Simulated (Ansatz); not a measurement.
**C2H6BN: small, medium and large basis sets**

An exercise on one series of results from a longer session: the logs are not shown, and one member is left open.

Program: Ansatz 0.2.0, Gaussian basis. Level of theory: one geometry, several basis sets. These are calculated values, not measurements.

Levels to be run: PBE0-D4/def2-SVP; ωB97M-V/def2-SVP; PBE0-D4/def2-QZVPP; ωB97M-V/def2-QZVPP; the functionals' def2-TZVPP values are taken from earlier runs.

**Structure used throughout**

All runs share one geometry, relaxed beforehand with PBE0-D4 in a triple-zeta def2 set.

10 atoms, charge 0, spin multiplicity 1.

Atoms are counted from 1 here; the program's logs count them from 0.

Bond lengths: B1–C2 1.554 Å, B1–H5 1.196 Å, B1–H6 1.197 Å, C2–C3 1.494 Å, C2–H7 1.094 Å, C2–H8 1.110 Å, C3–N4 1.263 Å, C3–H9 1.095 Å, N4–H10 1.023 Å. Angles: C2–B1–H5 120.3°, C2–B1–H6 120.2°, H5–B1–H6 119.3°, B1–C2–C3 115.9°, B1–C2–H7 114.4°, B1–C2–H8 99.0°, C3–C2–H7 112.1°, C3–C2–H8 108.0°, H7–C2–H8 105.8°, C2–C3–N4 127.7°, C2–C3–H9 115.2°, N4–C3–H9 117.1°, C3–N4–H10 110.8°.

Set-up of the first run:

in.yaml

```yaml
crystal:
  periodic: [false, false, false]
  atoms:
    - {symbol: B, position_ang: [-1.299125, 0.615417, -0.531620]}
    - {symbol: C, position_ang: [-0.201679, -0.440320, -0.220301]}
    - {symbol: C, position_ang: [0.824616, -0.037812, 0.787514]}
    - {symbol: N, position_ang: [2.079204, -0.021752, 0.646961]}
    - {symbol: H, position_ang: [-1.901598, 0.573751, -1.563423]}
    - {symbol: H, position_ang: [-1.596741, 1.434943, 0.288129]}
    - {symbol: H, position_ang: [0.248542, -0.898794, -1.105484]}
    - {symbol: H, position_ang: [-0.840640, -1.225855, 0.235265]}
    - {symbol: H, position_ang: [0.425752, 0.308175, 1.747162]}
    - {symbol: H, position_ang: [2.344570, -0.358951, -0.281203]}
basis:
  gaussian: {orbitals: def2-SVP}
hamiltonian: {xc: pbe0, dispersion: d4}
output: {orbitals: {seedname: orbitals}}
```

Command:

```
ansatz run in.yaml --threads 2 --pin off --events-out ev --progress --plain --max-ram 4352MiB
```

Among the steps run: PBE0-D4 in def2-SVP; ωB97M-V in def2-SVP; PBE0-D4 in def2-QZVPP; ωB97M-V in def2-QZVPP.

One table of the session follows, with a row left open; its other results are not shown here.

It belongs to the step «Density functionals: the series». 

| functional | basis | HOMO (eV) | LUMO (eV) |
| --- | --- | --- | --- |
| PBE0-D4 | def2-SVP | -7.33 | -1.53 |
| PBE0-D4 | def2-TZVPP | ? | ? |
| PBE0-D4 | def2-QZVPP | -7.60 | -1.66 |
| ωB97M-V | def2-SVP | -9.70 | 0.54 |
| ωB97M-V | def2-TZVPP | -9.95 | 0.29 |
| ωB97M-V | def2-QZVPP | -9.98 | 0.20 |

Estimate the missing values for PBE0-D4, def2-TZVPP.

The run gave: HOMO (eV): -7.56; LUMO (eV): -1.64. In the column «HOMO (eV)» it lies between PBE0-D4, def2-QZVPP (-7.60) and PBE0-D4, def2-SVP (-7.33).
